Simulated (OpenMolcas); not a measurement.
**BCl2F (dichlorofluoroborane): HF/ANO-R3 (DKH4, RICD fitting)**

What is the energy change on altering one bond length of BCl2F (dichlorofluoroborane) at HF/ANO-R3 (DKH4, RICD fitting)? 

Program for the calculation: OpenMolcas 26.06.

## 1. Starting point

The species is BCl2F (4 atoms), meant as a singlet with charge 0. SMILES: `FB(Cl)Cl`. The shape is that of a PBE0-D4/def2-TZVP optimisation.

Bond lengths: F1–B2 1.310 Å, B2–Cl3 1.739 Å, B2–Cl4 1.739 Å. Angles: F1–B2–Cl3 119.3°, F1–B2–Cl4 119.3°, Cl3–B2–Cl4 121.5°.

## 2. A single-point energy at HF/ANO-R3 (DKH4, RICD fitting)

Contents of job.inp:

```
&GATEWAY
 COORD
 4
 angstrom
 F        0.114370      -1.165320      -0.781190
 B        0.007910      -0.080610      -0.054040
 Cl      -1.549540       0.373780       0.571420
 Cl       1.427260       0.872140       0.263810
 BASIS = ANO-R3
 GROUP = NoSym
 RICD

&SEWARD
 RELATIVISTIC = R04O02
 EXPERT

&SCF
 PRORBITALS = 1 1
```

Run with:

```console
$ export MOLCAS_MEM=1860
$ pymolcas job.inp > job.log
```

The log of the run, shortened:

```text
--- Start Module: gateway ---
[...]
--- Stop Module: gateway /rc=_RC_ALL_IS_WELL_ ---
[...]
--- Start Module: seward ---
[...]
 ###    WARNING:  EXPERT option is ON!                                       ###
 ###############################################################################
               SEWARD will generate:
[...]
      Basis functions          208
--- Stop Module: seward /rc=_RC_ALL_IS_WELL_ ---
[...]
--- Start Module: scf ---
[...]
       Convergence after  11 Iterations
[...]
::    Total SCF energy                              -1046.2825101166
[...]
      Total spin, S                                     0.0000000000
[...]
      Total electronic charge=   48.000000
      Total            charge=   -0.000000
[...]
      Dipole Moment (debye):
      Origin of the operator (angstrom)=   -0.0202    0.2055    0.1378
                   X= -2.8126E-02               Y=  2.8653E-01               Z=  1.9207E-01           Total=  3.4610E-01
      Quadrupole Moment (debye*angstrom):
[...]
--- Stop Module: scf /rc=_RC_ALL_IS_WELL_ ---
[...]
```

Wall time 58 s (1 thread of Arm Neoverse V2, shared host); peak memory 0.42 GiB.

## 3. The distorted shape at the same level

Contents of job.inp:

```
>>> EXPORT MOLCAS_PRINT=2

&GATEWAY
 Coord
 4
 angstrom
 F        0.893135      -1.392527      -1.093936
 B        0.786675      -0.307817      -0.366786
 Cl      -1.549540       0.373780       0.571420
 Cl       2.206025       0.644933      -0.048936
 Basis=ANO-R3
 Group=NoSym
 RICD

&SEWARD
 Relativistic=R04O02
 Expert

&SCF
 PrOrbitals=1 1
```

Run with:

```console
$ export MOLCAS_MEM=1860
$ pymolcas job.inp > job.log
```

The log of the run, shortened:

```text
--- Start Module: gateway ---
[...]
--- Stop Module: gateway /rc=_RC_ALL_IS_WELL_ ---
[...]
--- Start Module: seward ---
[...]
 ###    WARNING:  EXPERT option is ON!                                       ###
 ###############################################################################
               SEWARD will generate:
[...]
      Basis functions          208
--- Stop Module: seward /rc=_RC_ALL_IS_WELL_ ---
[...]
--- Start Module: scf ---
[...]
       Convergence after  12 Iterations
[...]
::    Total SCF energy                              -1046.1656997742
[...]
      Total spin, S                                     0.0000000000
[...]
      Total electronic charge=   48.000000
      Total            charge=   -0.000000
[...]
      Dipole Moment (debye):
      Origin of the operator (angstrom)=    0.4861    0.0578   -0.0655
                   X=  3.9404E+00               Y= -4.3286E-01               Z= -1.1169E+00           Total=  4.1184E+00
      Quadrupole Moment (debye*angstrom):
[...]
--- Stop Module: scf /rc=_RC_ALL_IS_WELL_ ---
[...]
```

Run time: 59 s. Hardware: 1 thread of Arm Neoverse V2, shared host; peak memory 0.42 GiB.

## 4. Outcome

Level: HF/ANO-R3 (DKH4, RICD fitting).

```
                                                          quantity           value
                                         first shape: total energy  -1046.28251 Eh
                                        first shape: dipole moment          0.35 D
                                          first shape: HOMO energy       -12.84 eV
                                          first shape: LUMO energy         2.83 eV
                                        first shape: HOMO–LUMO gap        15.67 eV
                                     distorted shape: total energy  -1046.16570 Eh
                                    distorted shape: dipole moment          4.12 D
                                      distorted shape: HOMO energy       -11.64 eV
                                      distorted shape: LUMO energy        -0.02 eV
                                    distorted shape: HOMO–LUMO gap        11.62 eV
energy change with the B2–Cl3 bond stretched from 1.739 to 2.608 Å        3.179 eV
```

With the B2–Cl3 bond stretched from 1.739 to 2.608 Å the energy rises by 3.18 eV (307 kJ/mol). The first shape isn't relaxed at this level, so the change isn't measured from a minimum. Mulliken charges (distorted shape) run from -0.39 on Cl3 to +0.57 on B2; they depend strongly on the basis.
